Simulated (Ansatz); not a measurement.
Crystal: NaCu.

```
CELL_PARAMETERS angstrom
2.94224 0.00000 0.00000
0.00000 2.94224 0.00000
0.00000 0.00000 4.04091
ATOMIC_POSITIONS crystal
Na 0.00000 0.00000 0.00000
Cu 0.50000 0.50000 0.50000
```

The cell was built by a generator and needn't be a form met in nature.

Base run:

| Property | Result |
| --- | --- |
| Program | Ansatz 0.2.0 |
| Functional | LDA |
| Potentials or basis | Ansatz PAW |
| Cutoff | 420 eV (not typed: the program's choice for these potentials) |
| k mesh | 9 × 9 × 7 |
| Occupations | fermi-dirac, width 0.05 eV |
| Spin | no spin polarisation |

Its results: band gap on the k mesh none (metal or under the smearing width); pressure -1.9 GPa.

**Question.** After a change of settings the same cell gave: band gap on the k mesh none (metal or under the smearing width); pressure 5.4 GPa. Which change was it?
A. functional from LDA to r2SCAN; cutoff from 420 eV (not typed: the program's choice for these potentials) to 500 eV (not typed: the program's choice for these potentials)
B. functional from LDA to RPBE
C. functional from LDA to PBEsol

**Answer.** B.

RPBE binds less tightly than LDA, so the same cell stands under more pressure.

Caveats: the PAW data sets come from PBE, with cores solved anew for the run's functional, which leaves a small shift of forces and pressure.

Runs at the PBE level aren't shown here.
